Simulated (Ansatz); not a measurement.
# HfSi: the cost of one run

Program: Ansatz 0.2.0, Gaussian basis. Level of theory: def2-QZVPP, core rule «outside noble gas», up to 9 orbitals frozen. These are calculated values, not measurements.

The runs, in order: UHF; ROHF; CCSD(T) on UHF.

**1. The geometry**

The geometry is a PBE0/def2-TZVP stationary point (not a proven minimum) of the parent state, kept for this charge and spin. No spin-orbit coupling is included. Elements past krypton take def2 core potentials.

2 atoms, charge 1, spin multiplicity 2.

Atoms are counted from 1 here; the program's logs count them from 0.

Bond lengths: Hf1–Si2 2.513 Å.

**2. UHF**

File in.yaml:

```yaml
crystal:
  periodic: [false, false, false]
  atoms:
    - {symbol: Hf, position_ang: [0.000000, 0.000000, 0.000000]}
    - {symbol: Si, position_ang: [0.000000, 0.000000, 2.513200]}
basis:
  gaussian: {orbitals: "def2-QZVPP.json"}
total_charge: 1
magnetization: {spin_polarized: true, initial_magnetization: 1}
hamiltonian: {xc: hf}
output: {orbitals: {seedname: orbitals}}
```

Command:

```console
> ansatz run in.yaml --threads 1 --pin off --events-out ev --progress --plain --max-ram 4096MiB --backend cpu
```

What time and memory should one allow on 1 thread of AMD EPYC 7R13, shared host?

About 79 s, with a peak of 0.39 GiB.
